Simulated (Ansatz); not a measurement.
**interstitial Al in Si: molecular dynamics**

The plan is to see whether the interstitial stays in its void or moves on. The start is relaxed first. Runs: 50 steps of 12 fs under a Langevin thermostat at 600 K; 20 steps of 8 fs under a Nosé-Hoover thermostat at 840 K. The host cell (diamond) has 16 atoms; the extra atom is the last.

Method: DFT r2SCAN+D3(BJ), plane waves, PAW, scalar-relativistic, collinear spin, in Ansatz 0.2.0.

## 1. The system as given

The cell holds 17 atoms (AlSi16): a = 7.679 Å, b = 7.679 Å, c = 7.679 Å, α = 60.00°, β = 60.00°, γ = 60.00°.

Its coordinates follow in the input file.

## 2. Preparing the start

File input.yaml:

```yaml
crystal:
  lattice:
    - [0.0, 5.43, 5.43]
    - [5.43, 0.0, 5.43]
    - [5.43, 5.43, 0.0]
  atoms:
    - { symbol: Si, position: [0.0, 0.0, 0.0] }
    - { symbol: Si, position: [0.125, 0.125, 0.125] }
    - { symbol: Si, position: [0.0, 0.0, 0.5] }
    - { symbol: Si, position: [0.125, 0.125, 0.625] }
    - { symbol: Si, position: [0.0, 0.5, 0.0] }
    - { symbol: Si, position: [0.125, 0.625, 0.125] }
    - { symbol: Si, position: [0.0, 0.5, 0.5] }
    - { symbol: Si, position: [0.125, 0.625, 0.625] }
    - { symbol: Si, position: [0.5, 0.0, 0.0] }
    - { symbol: Si, position: [0.625, 0.125, 0.125] }
    - { symbol: Si, position: [0.5, 0.0, 0.5] }
    - { symbol: Si, position: [0.625, 0.125, 0.625] }
    - { symbol: Si, position: [0.5, 0.5, 0.0] }
    - { symbol: Si, position: [0.625, 0.625, 0.125] }
    - { symbol: Si, position: [0.5, 0.5, 0.5] }
    - { symbol: Si, position: [0.625, 0.625, 0.625] }
    - { symbol: Al, position: [0.5639134, 0.7994478, 0.8049535], spin: 1.0 }
magnetization:
  spin_polarized: true
basis:
  ecutwfc: 500.0
kpoints:
  mp_grid: { grid: [2, 2, 2] }
hamiltonian:
  xc: r2scan
  dispersion: d3bj
  pseudopotentials: { kind: paw, azcp: { folder: soft_1 } }
scf:
  occupations: { method: fermi_dirac, width: 0.02 }
  lower_state_search: "off"
relax:
  f_tol: 0.08
  max_steps: 25
  adjacent_minimum: "off"
```

On the command line:

```bash
$ ansatz run input.yaml --threads 2 --pin off --max-ram 5120MiB --backend cpu --events-out ev --progress --plain --runs-dir out
```

Output, cut to the lines that bear on the results:

```text
Warning: the engine holds no damping parameters fitted to this dispersion correction and functional, so the run takes those fitted to r2scan beside the three-body term, which d3bj leaves out (hamiltonian.dispersion, under Limitations)
Warning: RAYON_NUM_THREADS=2 ignored (pool sized by the plan → 2); use --threads N
[...]
Pseudopotentials: kind: paw
Pseudopotential: Si, paw, valence charge 4, recommended cutoff 500 eV (meta_gga), <dir>
Pseudopotential: Al, paw, valence charge 3, recommended cutoff 500 eV (meta_gga), <dir>
Functional definition: r2SCAN
[...]
Crystal: 17 atoms, lattice volume = 320.206 Å³
Basis set: ecut = 500 eV, 8099 PW (Γ), exchange–correlation on 240×240×240 points (64 copies of the dense FFT grid, shifted against one another)
Bands: 51, of which v1, the nominal top of the filled ones, is band 34 counted from 1 (33 counted from 0)
[...]
spin=Collinear: Resta preconditioning applied to the charge; magnetization (m = ρ↑ − ρ↓) channel mixes plain (no charge-response kernel on spin).
[...]
spin-set hold released at iteration 7 (site moments contracting): the magnetisation degrees of freedom join the quasi-Newton model from the next iteration; the mixer history was flushed
[...]
relax step   1: F+E_penalty+E_count = -10761.79917699 eV  Δ(F+E_penalty+E_count) = +0.000e0 eV  max|allowed force component| = 4.233e0 eV/Å  Δτ_max = 0.0000 Å  (12 SCF iters, dr2 threshold 1.00e-4 eV, accepted)
[...]
relax step   2: F+E_penalty+E_count = -10762.89234983 eV  Δ(F+E_penalty+E_count) = -1.093e0 eV  max|allowed force component| = 1.462e0 eV/Å  Δτ_max = 0.1382 Å  (33 SCF iters, dr2 threshold 1.00e-4 eV, accepted)
[...]
spin=Collinear: Kerker preconditioning applied to the charge; magnetization (m = ρ↑ − ρ↓) channel mixes plain (no charge-response kernel on spin).
```

## 3. More of the same log: start relaxed

The log, continued:

```text
preconditioner: auto → Resta (q_TF=auto, 2.102 Å⁻¹)  ε∞=5.0  [insulator: Δε(μ)=0.051 eV  Ē_g=8.491 eV  σ=0.020 eV  W_gap=0.52  n_scr=58 (ndim 8)  ℏωp=17.0 eV  f_vac=0.000  D(μ)=9.40/eV (n_scr^D=58)  ε∞_Penn≈5.0]
spin=Collinear: Resta preconditioning applied to the charge; magnetization (m = ρ↑ − ρ↓) channel mixes plain (no charge-response kernel on spin).
relax step   3: F+E_penalty+E_count = -10763.16277848 eV  Δ(F+E_penalty+E_count) = -2.704e-1 eV  max|allowed force component| = 2.257e-1 eV/Å  Δτ_max = 0.0900 Å  (14 SCF iters, dr2 threshold 1.00e-4 eV, accepted)
preconditioner: auto → Resta (q_TF=auto, 2.102 Å⁻¹)  ε∞=5.0  [insulator: Δε(μ)=0.144 eV  Ē_g=8.471 eV  σ=0.020 eV  W_gap=0.63  n_scr=58 (ndim 8)  ℏωp=17.0 eV  f_vac=0.000  D(μ)=8.46/eV (n_scr^D=58)  ε∞_Penn≈5.0]
spin=Collinear: Resta preconditioning applied to the charge; magnetization (m = ρ↑ − ρ↓) channel mixes plain (no charge-response kernel on spin).
relax step   4: F+E_penalty+E_count = -10763.20921032 eV  Δ(F+E_penalty+E_count) = -4.643e-2 eV  max|allowed force component| = 2.554e-1 eV/Å  Δτ_max = 0.1596 Å  (12 SCF iters, accepted)
preconditioner: auto → Resta (q_TF=auto, 2.102 Å⁻¹)  ε∞=5.0  [insulator: Δε(μ)=0.149 eV  Ē_g=8.464 eV  σ=0.020 eV  W_gap=0.60  n_scr=58 (ndim 8)  ℏωp=17.0 eV  f_vac=0.000  D(μ)=8.29/eV (n_scr^D=58)  ε∞_Penn≈5.0]
spin=Collinear: Resta preconditioning applied to the charge; magnetization (m = ρ↑ − ρ↓) channel mixes plain (no charge-response kernel on spin).
relax step   5: F+E_penalty+E_count = -10763.34474226 eV  Δ(F+E_penalty+E_count) = -1.355e-1 eV  max|allowed force component| = 5.878e-1 eV/Å  Δτ_max = 0.1958 Å  (14 SCF iters, accepted)
preconditioner: auto → Kerker (q_TF=auto, 2.102 Å⁻¹)  [metal: Δε(μ)=0.018 eV  Ē_g=8.467 eV  σ=0.020 eV  W_gap=0.22  n_scr=58 (ndim 8)  ℏωp=17.0 eV  f_vac=0.000  D(μ)=7.88/eV (n_scr^D=58)]
spin=Collinear: Kerker preconditioning applied to the charge; magnetization (m = ρ↑ − ρ↓) channel mixes plain (no charge-response kernel on spin).
relax step   6: F+E_penalty+E_count = -10763.54171527 eV  Δ(F+E_penalty+E_count) = -1.970e-1 eV  max|allowed force component| = 4.559e-1 eV/Å  Δτ_max = 0.1950 Å  (9 SCF iters, dr2 threshold 1.00e-4 eV, accepted)
preconditioner: auto → Kerker (q_TF=auto, 2.102 Å⁻¹)  [metal: Δε(μ)=0.024 eV  Ē_g=8.480 eV  σ=0.020 eV  W_gap=0.29  n_scr=58 (ndim 8)  ℏωp=17.0 eV  f_vac=0.000  D(μ)=7.86/eV (n_scr^D=58)]
spin=Collinear: Kerker preconditioning applied to the charge; magnetization (m = ρ↑ − ρ↓) channel mixes plain (no charge-response kernel on spin).
relax step   7: F+E_penalty+E_count = -10763.72126028 eV  Δ(F+E_penalty+E_count) = -1.795e-1 eV  max|allowed force component| = 3.217e-1 eV/Å  Δτ_max = 0.1920 Å  (9 SCF iters, dr2 threshold 1.00e-4 eV, accepted)
preconditioner: auto → Kerker (q_TF=auto, 2.102 Å⁻¹)  [metal: Δε(μ)=0.008 eV  Ē_g=8.498 eV  σ=0.020 eV  W_gap=0.10  n_scr=58 (ndim 8)  ℏωp=17.0 eV  f_vac=0.000  D(μ)=6.23/eV (n_scr^D=26)]
spin=Collinear: Kerker preconditioning applied to the charge; magnetization (m = ρ↑ − ρ↓) channel mixes plain (no charge-response kernel on spin).
the starting moments were not kept: the SCF closed with an absolute magnetisation of 5.8e-3 μB, where they sum to 1 μB in size (1 site). That is at most 0.1 of that sum. Measured as dr2_m measures the in/out step, that magnetisation stands 4.7e-7 eV from none, at or under the dr2_threshold of 5.2e-5 eV: it is no larger than a step whose dr2_m would equal this threshold.
relax step   8: F+E_penalty+E_count = -10763.90771151 eV  Δ(F+E_penalty+E_count) = -1.865e-1 eV  max|allowed force component| = 2.405e-1 eV/Å  Δτ_max = 0.1936 Å  (8 SCF iters, dr2 threshold 5.16e-5 eV, accepted)
preconditioner: auto → Kerker (q_TF=auto, 2.102 Å⁻¹)  [metal: Δε(μ)=0.001 eV  Ē_g=8.514 eV  σ=0.020 eV  W_gap=0.01  n_scr=58 (ndim 8)  ℏωp=17.0 eV  f_vac=0.000  D(μ)=6.26/eV (n_scr^D=26)]
spin=Collinear: Kerker preconditioning applied to the charge; magnetization (m = ρ↑ − ρ↓) channel mixes plain (no charge-response kernel on spin).
the starting moments were not kept: the SCF closed with an absolute magnetisation of 3.4e-3 μB, where they sum to 1 μB in size (1 site). That is at most 0.1 of that sum. Measured as dr2_m measures the in/out step, that magnetisation stands 1.7e-7 eV from none, at or under the dr2_threshold of 2.9e-5 eV: it is no larger than a step whose dr2_m would equal this threshold.
relax step   9: F+E_penalty+E_count = -10764.02274188 eV  Δ(F+E_penalty+E_count) = -1.150e-1 eV  max|allowed force component| = 4.710e-2 eV/Å  Δτ_max = 0.2000 Å  (9 SCF iters, dr2 threshold 2.88e-5 eV, accepted)
spin=Collinear: Kerker preconditioning applied to the charge; magnetization (m = ρ↑ − ρ↓) channel mixes plain (no charge-response kernel on spin).
the starting moments were not kept: the SCF closed with an absolute magnetisation of 3.3e-3 μB, where they sum to 1 μB in size (1 site). That is at most 0.1 of that sum.
relax step  10: F+E_penalty+E_count = -10764.02274194 eV  Δ(F+E_penalty+E_count) = -5.659e-8 eV  max|allowed force component| = 4.708e-2 eV/Å  Δτ_max = 0.0000 Å  (5 SCF iters, accepted)
preconditioner: auto → Kerker (q_TF=auto, 2.102 Å⁻¹)  [metal: Δε(μ)=0.001 eV  Ē_g=8.513 eV  σ=0.020 eV  W_gap=0.01  n_scr=58 (ndim 8)  ℏωp=17.0 eV  f_vac=0.000  D(μ)=6.26/eV (n_scr^D=26)]
spin=Collinear: Kerker preconditioning applied to the charge; magnetization (m = ρ↑ − ρ↓) channel mixes plain (no charge-response kernel on spin).
the starting moments were not kept: the SCF closed with an absolute magnetisation of 3.3e-3 μB, where they sum to 1 μB in size (1 site). That is at most 0.1 of that sum.
Stability not checked: this state was not tested for a lower state beside it, because the mixer in use, unlike msr1, does not test its closes by its own steps (another_mixer; see scf.mixing.algorithm and scf.lower_state_search)
Magnetization: 0.0029 μB (33.5014 up, 33.4986 down)
Absolute magnetization: 0.0033 μB (∫|ρ↑−ρ↓|, with the PAW one-centre terms)
Spin contamination: 0.0000 ħ² per cell (⟨S²⟩ above its minimum at these occupations)
Per-site moments (μB) at R_I (Å): [(-3.039910920193334e-6, 0.9583865239818755), (2.847341154214824e-5, 0.9585834775779473), (4.809255444750613e-5, 0.9706977227967134), (2.82565249053131e-5, 0.9586854889398213), (4.80159719269628e-5, 0.9706841686549921), (2.8199331609455385e-5, 0.9587137168668249), (4.780654662233486e-5, 0.9707585135757195), (6.409649809570637e-5, 0.9372720879982163), (5.196108080884224e-5, 0.9703690393337441), (2.9787968802958258e-5, 0.9583865239818755), (5.1954116685525965e-5, 0.9707247362053625), (6.389093493907048e-5, 0.9372629444252886), (5.1907058688472975e-5, 0.970778969108177), (6.395580605784044e-5, 0.9372728341300873), (-2.461864343936277e-7, 0.9371666603454637), (6.414319038458493e-5, 0.9371666603454637), (-1.0074564579551139e-5, 1.0020882769588988)]
Free energy (F): -10764.022742 eV
Harris-Foulkes:  -10764.022742 eV  (|F-HF|=2.51e-10)
Internal energy: -10764.015754 eV  (E = F + TS)
E sigma→0 (E₀):  -10764.019248 eV
[...]
Entropy (-TS):   -0.006988 eV (-0.411 meV/atom)
Fermi energy:    7.418612 eV
--- Per-component energies (eV) ---
  E_band       = 90.898654
  E_kinetic    = 688.907076
  E_local      = -359.603570  (includes V_loc(G=0)·N_el)
  E_nonlocal   = 364.721939
  E_hartree    = 122.233118
  E_xc         = -882.912070
  E_vxc        = -851.067546  (∫ρ·V_xc dr)
  E_paw        = -8769.716067  (= ΣΔE_a)
  E_vpaw       = -29.802994  (= ΣTr[D̂ρ^β])
  E_aug_tail   = 0.000227  (compensation charges beyond the density's cutoff)
  E_vtau       = 33.277291  (kinetic-family band-sum trace: ∫τ·v_τ [+ j·A + Jᵃ·Aᵃ] dr)
  E_ewald      = -1923.726877
  E_disp       = -2.636493  (pairwise vdW)
  E_core_change = -1.283037  (= ΣΔE_core)
  E_smearing   = -0.006988  (= −TS)
  E_closure    = 0.000000  (closes the sum)
  Σ components = -10764.022742   (vs F -10764.022742, Δ=0.00e0)
--- Forces (eV/Å), atoms counted from 1 ---
  atom   1  Si    -0.00111427    -0.00453459    -0.00592926
  atom   2  Si     0.03731557     0.02924117     0.02906478
  atom   3  Si     0.01496114    -0.01067881     0.00533816
  atom   4  Si    -0.03245132    -0.03465937     0.03100309
  atom   5  Si     0.01490363     0.00667109    -0.00903779
  atom   6  Si    -0.03284741     0.03149534    -0.03465343
  atom   7  Si    -0.01549362    -0.00872573    -0.00722711
  atom   8  Si    -0.02014648     0.02506192     0.02527778
  atom   9  Si     0.00741414     0.00240138     0.00470316
  atom  10  Si     0.04708427    -0.04275538    -0.04223524
  atom  11  Si     0.00718315    -0.01374481     0.00864807
  atom  12  Si    -0.00210674    -0.00183801    -0.00771427
  atom  13  Si     0.00691044     0.00649532    -0.01282190
  atom  14  Si    -0.00245456    -0.00671219    -0.00317367
  atom  15  Si    -0.01910763     0.01192779     0.01144428
  atom  16  Si     0.00315191     0.00142132    -0.00039343
  atom  17  Al    -0.01319956     0.00893451     0.00770861
  max |Σ_I F_I| component: 2.66e-6 eV/Å
--- Relaxed structure (10 steps of the walk, 10 accepted, 0 SCFs on fresh bases) ---
  F+E_penalty+E_count = -10764.02274194 eV   max|allowed force component| = 4.708e-2 eV/Å
  atoms:
    - { symbol: Si, position: [-0.009132942135736689, 0.0023133309921527256, 0.0026353514854193646] }
    - { symbol: Si, position: [0.11356285788396787, 0.12627586190303386, 0.12660270708007598] }
    - { symbol: Si, position: [-0.00965002703572861, 0.004213989775439835, 0.5018765688277292] }
    - { symbol: Si, position: [0.11343223054249056, 0.12635248847355757, 0.6319706235596179] }
    - { symbol: Si, position: [-0.00969443274161591, 0.501544742958717, 0.004565265190134726] }
    - { symbol: Si, position: [0.11340850847497402, 0.6316377721120512, 0.1266944199126861] }
    - { symbol: Si, position: [-0.009982192559073844, 0.5016500175256704, 0.5020057725601808] }
    - { symbol: Si, position: [0.1237137447561723, 0.6245466625684026, 0.6249174416755322] }
    - { symbol: Si, position: [0.4887019985750976, 0.003944547523280217, 0.0042831767267378085] }
    - { symbol: Si, position: [0.6203164535407113, 0.12575330834154702, 0.12612187755894705] }
    - { symbol: Si, position: [0.4887095333523548, 0.0038978212876482343, 0.5014748613217251] }
    - { symbol: Si, position: [0.6100255239860135, 0.14165231951050278, 0.6233800921763623] }
    - { symbol: Si, position: [0.48870641358046374, 0.5011123336054117, 0.004250264133548676] }
    - { symbol: Si, position: [0.6100276430831106, 0.6230898574226966, 0.14190620425511768] }
    - { symbol: Si, position: [0.4861003931546937, 0.5040204274308946, 0.5042781089567021] }
    - { symbol: Si, position: [0.6099678808675338, 0.6232199285186067, 0.6235424653252953] }
    - { symbol: Al, position: [0.7356998126745721, 0.7542223900503876, 0.7544482992541878] }
```

It took 13 min on 2 threads of Arm Neoverse V1, shared host; peak memory 1.7 GiB.

The steps of the relaxation:

| step | energy from step 1 (eV/cell) | largest force component (eV/Å) |
| --- | --- | --- |
| 1 | 0.0000 | 4.2329 |
| 2 | -1.0932 | 1.4625 |
| 3 | -1.3636 | 0.2257 |
| 4 | -1.4100 | 0.2554 |
| 5 | -1.5456 | 0.5878 |
| 6 | -1.7425 | 0.4559 |
| 7 | -1.9221 | 0.3217 |
| 8 | -2.1085 | 0.2405 |
| 9 | -2.2236 | 0.0471 |
| 10 | -2.2236 | 0.0471 |

Step 1 is the start. Step 10 solves the same geometry again.

Largest move: Al17, 1.08 Å.

## 4. Run 1

50 steps of 12 fs under a Langevin thermostat at 600 K, from the relaxed start.

File input.yaml:

```yaml
crystal:
  lattice:
    - [0.0, 5.43, 5.43]
    - [5.43, 0.0, 5.43]
    - [5.43, 5.43, 0.0]
  atoms:
    - { symbol: Si, position: [-0.00913294, 0.00231333, 0.00263535] }
    - { symbol: Si, position: [0.11356286, 0.12627586, 0.12660271] }
    - { symbol: Si, position: [-0.00965003, 0.00421399, 0.50187657] }
    - { symbol: Si, position: [0.11343223, 0.12635249, 0.63197062] }
    - { symbol: Si, position: [-0.00969443, 0.50154474, 0.00456527] }
    - { symbol: Si, position: [0.11340851, 0.63163777, 0.12669442] }
    - { symbol: Si, position: [-0.00998219, 0.50165002, 0.50200577] }
    - { symbol: Si, position: [0.12371374, 0.62454666, 0.62491744] }
    - { symbol: Si, position: [0.488702, 0.00394455, 0.00428318] }
    - { symbol: Si, position: [0.62031645, 0.12575331, 0.12612188] }
    - { symbol: Si, position: [0.48870953, 0.00389782, 0.50147486] }
    - { symbol: Si, position: [0.61002552, 0.14165232, 0.62338009] }
    - { symbol: Si, position: [0.48870641, 0.50111233, 0.00425026] }
    - { symbol: Si, position: [0.61002764, 0.62308986, 0.1419062] }
    - { symbol: Si, position: [0.48610039, 0.50402043, 0.50427811] }
    - { symbol: Si, position: [0.60996788, 0.62321993, 0.62354247] }
    - { symbol: Al, position: [0.73569981, 0.75422239, 0.7544483] }
magnetization:
  spin_polarized: true
basis:
  ecutwfc: 500.0
kpoints:
  mp_grid: { grid: [2, 2, 2] }
hamiltonian:
  xc: r2scan
  dispersion: d3bj
  pseudopotentials: { kind: paw, azcp: { folder: soft_1 } }
scf:
  occupations: { method: fermi_dirac, width: 0.02 }
  lower_state_search: "off"
  max_iter: 77
md:
  timestep: 12.0
  n_steps: 50
  ensemble: nvt_langevin
  temperature: 600.0
  initial_velocities: maxwell_boltzmann
  seed: 71887
  friction: 0.01
```

On the command line:

```bash
$ ansatz run input.yaml --threads 2 --pin off --max-ram 5120MiB --backend cpu --events-out ev --progress --plain --runs-dir out
```

Output, cut to the lines that bear on the results:

```text
Warning: md: disabling space-group detection — thermal motion breaks the input geometry's symmetry, so no spatial operation reduces the k-mesh or symmetrises the density; time reversal is kept, so that k and −k are solved as one point where they differ and the mesh holds both, and exact [...]
Warning: the engine holds no damping parameters fitted to this dispersion correction and functional, so the run takes those fitted to r2scan beside the three-body term, which d3bj leaves out (hamiltonian.dispersion, under Limitations)
Warning: RAYON_NUM_THREADS=2 ignored (pool sized by the plan → 2); use --threads N
[...]
Pseudopotentials: kind: paw
[...]
spin=Collinear: Resta preconditioning applied to the charge; magnetization (m = ρ↑ − ρ↓) channel mixes plain (no charge-response kernel on spin).
[...]
md step     0: t =     0.00 fs  T =   564.7 K  F+E_penalty+E_count = -10764.02274194 eV  E_kin = 1.240896 eV  (12 SCF iters)
[...]
spin=Collinear: Resta preconditioning applied to the charge; magnetization (m = ρ↑ − ρ↓) channel mixes plain (no charge-response kernel on spin).
[...]
SCF iter   4: F=-10763.358435 eV  HF=-10763.358377 eV  |F-HF|=5.83e-5  |Δ(HF+E_count)|=   6.32e-4  Δρ=1.17e-4 (↑1.17e-4 ↓1.17e-4)  dr2=1.41e-4  dr2_τ=2.54e-7  dr2_m=0.00e0  M=0.000 μB ∫|m|=0.000 μB  β_m=0.83  ethr=2.41e-6  ⟨swp⟩=2.8  Hψ=665  notcnv=0  defer=33
```

## 5. More of the same log: dynamics from the start

The log, continued, cut to the lines that bear on the results:

```text
SCF iter   5: F=-10763.358448 eV  HF=-10763.358447 eV  |F-HF|=9.69e-7  |Δ(HF+E_count)|=   6.99e-5  Δρ=1.78e-5 (↑1.78e-5 ↓1.78e-5)  dr2=5.84e-6  dr2_τ=2.01e-8  dr2_m=0.00e0  M=0.000 μB ∫|m|=0.000 μB  β_m=0.89  ethr=2.10e-7  ⟨swp⟩=2.6  Hψ=685  notcnv=0  defer=32
[...]
md step     1: t =    12.00 fs  T =   240.2 K  F+E_penalty+E_count = -10763.35854324 eV  E_kin = 0.527761 eV  (7 SCF iters, 3 dispersion substeps)
[...]
  atom   3  Si     0.07218371     0.67837487     0.25156539
  atom   4  Si    -0.77019782     0.42637847    -1.37117290
  atom   5  Si    -0.57501198     0.32132612     0.59701767
  atom   6  Si    -1.05125806     0.06062000    -1.13291230
  atom   7  Si    -0.33830373     0.44085868     1.24565945
  atom   8  Si     0.86079844    -0.36636263    -1.46455153
[...]
--- MD trajectory: 50 steps, t = 0.0 → 600.0 fs ---
  final state: T = 417.3 K   F+E_penalty+E_count = -10762.56334102 eV   E_kin = 0.917059 eV
```

It took 20 min on 2 threads of Arm Neoverse V1, shared host; peak memory 1.7 GiB.

(Part 1 of 3 ends here.)
